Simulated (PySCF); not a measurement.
# C4H12OSi2: electronic excitations

What electronic excitations should C4H12OSi2 (`[SiH3]C[C@H]1CC[SiH2]O1`) show?

Programs: PySCF 2.14.0, with density-fitted response routines of our own. Each step states its level of theory. These are calculated values for one molecule in the gas phase, unless marked as measured. Atoms count from 0, in the outputs and in this text.

## Step 1: Starting geometry

19 atoms, charge 0, multiplicity 1; geometry from: GFN2-xTB.

Bonds of the start (Å): Si0–C1 1.91, C1–C2 1.52, C2–C3 1.53, C3–C4 1.53, C4–Si5 1.91, Si5–O6 1.63, O6–C2 1.42, Si0–H7 1.47, Si0–H8 1.46, Si0–H9 1.46, C1–H10 1.09, C1–H11 1.09, C2–H12 1.10, C3–H13 1.09, C3–H14 1.09, C4–H15 1.09, C4–H16 1.09, Si5–H17 1.46, Si5–H18 1.46.

## Step 2: TDDFT and polarisability: wB97X-D/def2-SVPD

Job settings and geometry (Å):

```
{"job": {"kind": "uv", "xc": "wB97X-D", "basis": "def2-SVPD", "nstates": 8, "ntriplets": 3}, "charge": 0, "multiplicity": 1}
Si     2.543769     0.451973    -0.833951
C      1.558909    -0.164949     0.676762
C      0.178437    -0.550843     0.182687
C     -0.947583    -0.429199     1.211103
C     -2.263252    -0.317749     0.441307
Si    -1.710699     0.652079    -1.104719
O     -0.128187     0.299616    -0.916529
H      3.958295     0.477508    -0.428914
H      2.399100    -0.491253    -1.940597
H      2.146255     1.805071    -1.209933
H      1.478206     0.633908     1.414836
H      2.034029    -1.011628     1.168883
H      0.204068    -1.577348    -0.209010
H     -0.788141     0.485945     1.786525
H     -0.929177    -1.275124     1.900058
H     -2.625386    -1.310076     0.170233
H     -3.034999     0.152473     1.045652
H     -1.885423     2.097990    -1.005053
H     -2.198025     0.080857    -2.356803
```

Level: TDDFT wB97X-D/def2-SVPD, vertical, gas phase, core orbitals frozen in the response.

The run is started by

```sh
OMP_NUM_THREADS=1 python probes_run.py task.json out
```

The driver reads the jobs from task.json and runs them one after another.

Predict these results of the whole session: lowest singlet (wB97X-D/def2-SVPD); brightest single state of those computed; lowest triplet.

The runs gave:

| quantity | value |
| --- | --- |
| lowest singlet (wB97X-D/def2-SVPD) | 7.29 eV (170 nm), f = 0.006 |
| brightest single state of those computed | state 5, 8.30 eV, f = 0.047 |
| lowest triplet | 7.05 eV |

What this shows: The lowest singlet, at 7.29 eV, is HOMO→LUMO 0.76 and is weak; of the 8 states computed, the strongest absorption comes from state 5 at 8.30 eV. The lowest triplet lies 0.24 eV below the lowest singlet (triplets in Tamm-Dancoff, singlets in full TDDFT).
